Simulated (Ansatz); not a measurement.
# CH5BrInN: one species, many methods

Aim: compute CH5BrInN with functionals from several rungs and with coupled cluster, and see how far each lands from CCSD(T) at the basis-set limit for the atomisation energy.

The runs use Ansatz 0.2.0, Gaussian basis; functionals in def2-TZVPP, the program's frozen cores in correlated methods.

Plan: LDA (SPW92), PBE-D4, revPBE-D4, BLYP-D4, r2SCAN-D4, B97M-V, PBE0-D4, B3LYP-D4, r2SCANh-D4, r2SCAN0-D4, HSE06-D4, BHLYP-D4, CAM-B3LYP-D4, LC-ωPBE, ωB97X-V, ωB97M-V, B2PLYP, PBE-QIDH; CCSD(T)/def2-SVP; CCSD(T)/def2-TZVPP; MP2/def2-QZVPP; extrapolation to the limit; RPA on PBE.

## 1. Structure used throughout

An earlier PBE0-D4 in a triple-zeta def2 set relaxation fixed the geometry. In takes the def2 core potential; no spin-orbit term is included.

SMILES `[CH3][In]([NH2])[Br]`, 9 atoms, charge 0, spin multiplicity 1.

Atoms are counted from 1 here; the program's logs count them from 0.

Bond lengths: C1–In2 2.128 Å, C1–H5 1.090 Å, C1–H6 1.090 Å, C1–H7 1.089 Å, In2–N3 2.004 Å, In2–Br4 2.493 Å, N3–H8 1.008 Å, N3–H9 1.009 Å. Angles: In2–C1–H5 108.8°, In2–C1–H6 108.9°, In2–C1–H7 111.0°, H5–C1–H6 108.7°, H5–C1–H7 109.7°, H6–C1–H7 109.7°, C1–In2–N3 132.2°, C1–In2–Br4 118.3°, N3–In2–Br4 109.2°, In2–N3–H8 120.7°, In2–N3–H9 117.7°, H8–N3–H9 110.5°.

## 2. LDA

This LDA is Slater exchange with PW92 correlation.

The input, in.yaml:

```yaml
crystal:
  periodic: [false, false, false]
  atoms:
    - {symbol: C, position_ang: [-0.033198, 1.492210, -0.911751]}
    - {symbol: In, position_ang: [-0.372928, -0.323481, 0.144671]}
    - {symbol: N, position_ang: [0.877696, -1.687939, 0.913565]}
    - {symbol: Br, position_ang: [-2.717884, -1.136661, 0.374932]}
    - {symbol: H, position_ang: [-0.484037, 1.411961, -1.900923]}
    - {symbol: H, position_ang: [-0.513249, 2.309786, -0.373735]}
    - {symbol: H, position_ang: [1.033037, 1.693270, -1.008401]}
    - {symbol: H, position_ang: [1.806911, -1.426964, 1.205102]}
    - {symbol: H, position_ang: [0.491951, -2.378580, 1.539441]}
basis:
  gaussian: {orbitals: def2-TZVPP}
hamiltonian: {xc: lda}
output: {orbitals: {seedname: orbitals}}
```

Command:

```
ansatz run in.yaml --threads 4 --pin off --events-out ev --progress --plain --max-ram 10444MiB
```

After this run come: PBE-D4 (GGA); revPBE-D4 (GGA); BLYP-D4 (GGA); r2SCAN-D4 (meta-GGA); B97M-V (meta-GGA); B3LYP-D4 (hybrid); r2SCANh-D4 (hybrid); r2SCAN0-D4 (hybrid); HSE06-D4 (hybrid); BHLYP-D4 (hybrid); CAM-B3LYP-D4 (range-separated); LC-ωPBE (range-separated); ωB97X-V (range-separated); ωB97M-V (range-separated); B2PLYP (double hybrid); PBE-QIDH (double hybrid); CCSD(T) in def2-SVP; CCSD(T) in def2-TZVPP; MP2 in def2-QZVPP; RPA on PBE orbitals.

**Question.** What will the summary of the whole plan be? Wanted: atomisation energy, CCSD(T)/CBS; farthest beyond LDA; mean size of error, GGA; mean size of error, meta-GGA; mean size of error, hybrid; mean size of error, range-separated; mean size of error, double hybrid; gap, smallest and largest; T1 diagnostic.

As calculated:

| quantity | value |
| --- | --- |
| atomisation energy, CCSD(T)/CBS | 685.5 kcal/mol |
| functionals within 6.9 kcal/mol (1.0 %) | PBE-D4, r2SCAN-D4, HSE06-D4, CAM-B3LYP-D4, ωB97X-V, ωB97M-V |
| farthest beyond LDA | BHLYP-D4 (-26.5 kcal/mol) |
| mean size of error, GGA | 10.5 kcal/mol |
| mean size of error, meta-GGA | 6.9 kcal/mol |
| mean size of error, hybrid | 12.7 kcal/mol |
| mean size of error, range-separated | 5.0 kcal/mol |
| mean size of error, double hybrid | 12.9 kcal/mol |
| gap, smallest and largest | 4.06 eV (BLYP-D4), 11.09 eV (LC-ωPBE) |
| T1 diagnostic | 0.0117 |
| triples share of the correlation energy | 3.4 % |

LDA overbinds by 89.9 kcal/mol (13 %). PBE-D4 is off by +3.3 kcal/mol. Double hybrids carry the basis error of their MP2 part in triple zeta, and no dispersion term here, so their miss is partly the set-up's. The rungs range-separated, meta-GGA miss on average by less than the doubt on the reference (6.9 kcal/mol), so they tie. The reference freezes the cores and leaves out spin-orbit coupling and excitations past (T), and its outer-core shells are covered unevenly, so misses under about 6.9 kcal/mol can't be ranked. All levels share the lack of spin-orbit coupling, which lowers the free heavy atoms and so the true binding. Hartree-Fock recovers 70 % of the binding; the rest is correlation. CCSD(T) in def2-SVP is off by -52.1 kcal/mol, more than most functionals: a good method in a small basis is no reference. The gap grows from 4.1 to 11.1 eV across the functionals, mostly with the share of exact exchange. Correlated methods include outer-core shells of Br, In, which these sets cover unevenly.
